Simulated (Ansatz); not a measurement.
# CH7BFInOSi: up Jacob's ladder to CCSD(T)

One table from this session's results is given with a row withheld; the runs are named, their logs left out.

The runs use Ansatz 0.2.0, Gaussian basis; functionals in def2-TZVPP, the program's frozen cores in correlated methods.

Levels to be run: LDA (SPW92), PBE-D4, revPBE-D4, BLYP-D4, r2SCAN-D4, B97M-V, PBE0-D4, B3LYP-D4, r2SCANh-D4, r2SCAN0-D4, HSE06-D4, BHLYP-D4, CAM-B3LYP-D4, LC-ωPBE, ωB97X-V, ωB97M-V, B2PLYP, PBE-QIDH; CCSD(T)/def2-SVP; CCSD(T)/def2-TZVPP; MP2/def2-QZVPP; extrapolation to the limit.

**The relaxed structure**

An earlier PBE0-D4 in a triple-zeta def2 set relaxation fixed the geometry. In takes the def2 core potential; no spin-orbit term is included.

SMILES `B[O][In]([F])[CH2][SiH3]`, 13 atoms, charge 0, spin multiplicity 1.

Atoms are counted from 1 here; the program's logs count them from 0.

Bond lengths: B1–O2 1.340 Å, B1–H7 1.206 Å, B1–H8 1.210 Å, O2–In3 1.992 Å, In3–F4 1.948 Å, In3–C5 2.119 Å, C5–Si6 1.873 Å, C5–H9 1.092 Å, C5–H10 1.093 Å, Si6–H11 1.487 Å, Si6–H12 1.486 Å, Si6–H13 1.487 Å. Angles: O2–B1–H7 118.1°, O2–B1–H8 121.7°, H7–B1–H8 120.2°, B1–O2–In3 126.7°, O2–In3–F4 108.7°, O2–In3–C5 128.2°, F4–In3–C5 123.0°, In3–C5–Si6 113.6°, In3–C5–H9 106.3°, In3–C5–H10 106.7°, Si6–C5–H9 110.8°, Si6–C5–H10 110.4°, H9–C5–H10 108.8°, C5–Si6–H11 109.8°, C5–Si6–H12 110.8°, C5–Si6–H13 109.6°, H11–Si6–H12 109.1°, H11–Si6–H13 108.5° and more.

Set-up of the first run:

in.yaml reads:

```yaml
crystal:
  periodic: [false, false, false]
  atoms:
    - {symbol: B, position_ang: [1.459006, -2.860864, -0.711751]}
    - {symbol: O, position_ang: [1.673861, -1.549566, -0.542003]}
    - {symbol: In, position_ang: [0.420341, -0.069418, -0.997482]}
    - {symbol: F, position_ang: [-0.325422, -0.405563, -2.764893]}
    - {symbol: C, position_ang: [0.002634, 1.684633, 0.116440]}
    - {symbol: Si, position_ang: [-1.383574, 1.472326, 1.358028]}
    - {symbol: H, position_ang: [2.356860, -3.621576, -0.449923]}
    - {symbol: H, position_ang: [0.394845, -3.285358, -1.100392]}
    - {symbol: H, position_ang: [-0.245364, 2.459343, -0.612654]}
    - {symbol: H, position_ang: [0.929987, 1.961930, 0.623473]}
    - {symbol: H, position_ang: [-2.630412, 1.070153, 0.655524]}
    - {symbol: H, position_ang: [-1.628170, 2.738677, 2.096463]}
    - {symbol: H, position_ang: [-1.024582, 0.405272, 2.329180]}
basis:
  gaussian: {orbitals: def2-TZVPP}
hamiltonian: {xc: lda}
output: {orbitals: {seedname: orbitals}}
```

Run with:

```sh
> ansatz run in.yaml --threads 2 --pin off --events-out ev --progress --plain --max-ram 32768MiB --backend cuda --devices 0, --max-vram 18GiB
```

Steps of the session up to this table: LDA; PBE-D4 (GGA); revPBE-D4 (GGA); BLYP-D4 (GGA); r2SCAN-D4 (meta-GGA); B97M-V (meta-GGA); PBE0-D4 (hybrid); B3LYP-D4 (hybrid); r2SCANh-D4 (hybrid); r2SCAN0-D4 (hybrid); HSE06-D4 (hybrid); BHLYP-D4 (hybrid); CAM-B3LYP-D4 (range-separated); LC-ωPBE (range-separated); ωB97X-V (range-separated); ωB97M-V (range-separated); B2PLYP (double hybrid); PBE-QIDH (double hybrid).

One of the session's tables, all rows but one given; the rest of the session is left out.

It belongs to the step «Orbital energies across the functionals». 

| functional | HOMO (eV) | LUMO (eV) | gap (eV) |
| --- | --- | --- | --- |
| LDA (SPW92) | -6.33 | -3.00 | 3.33 |
| PBE-D4 | -6.23 | -2.69 | 3.53 |
| revPBE-D4 | -6.18 | -2.55 | 3.63 |
| BLYP-D4 | -6.16 | -2.65 | 3.51 |
| r2SCAN-D4 | -6.51 | -2.45 | 4.06 |
| B97M-V | -6.61 | -2.66 | 3.95 |
| PBE0-D4 | -7.61 | -1.79 | 5.82 |
| B3LYP-D4 | -7.42 | -2.11 | 5.32 |
| r2SCANh-D4 | -7.02 | -2.12 | 4.90 |
| r2SCAN0-D4 | ? | ? | ? |
| HSE06-D4 | -7.21 | -2.16 | 5.05 |
| BHLYP-D4 | -8.98 | -0.95 | 8.02 |
| CAM-B3LYP-D4 | -9.05 | -0.86 | 8.19 |
| LC-ωPBE | -10.39 | 0.46 | 10.85 |
| ωB97X-V | -10.05 | 0.24 | 10.29 |
| ωB97M-V | -9.93 | 0.00 | 9.93 |

Estimate the missing values for r2SCAN0-D4.

Worked estimate for «HOMO (eV)». Against the share of exact exchange, r2SCAN-D4 (0, -6.51), r2SCANh-D4 (0.1, -7.02) give a slope of -5.10 per unit share; at 0.25 the line stands at -7.78.

The run gave: HOMO (eV): -7.81; LUMO (eV): -1.65; gap (eV): 6.16. In «HOMO (eV)» the line misses by +0.03.
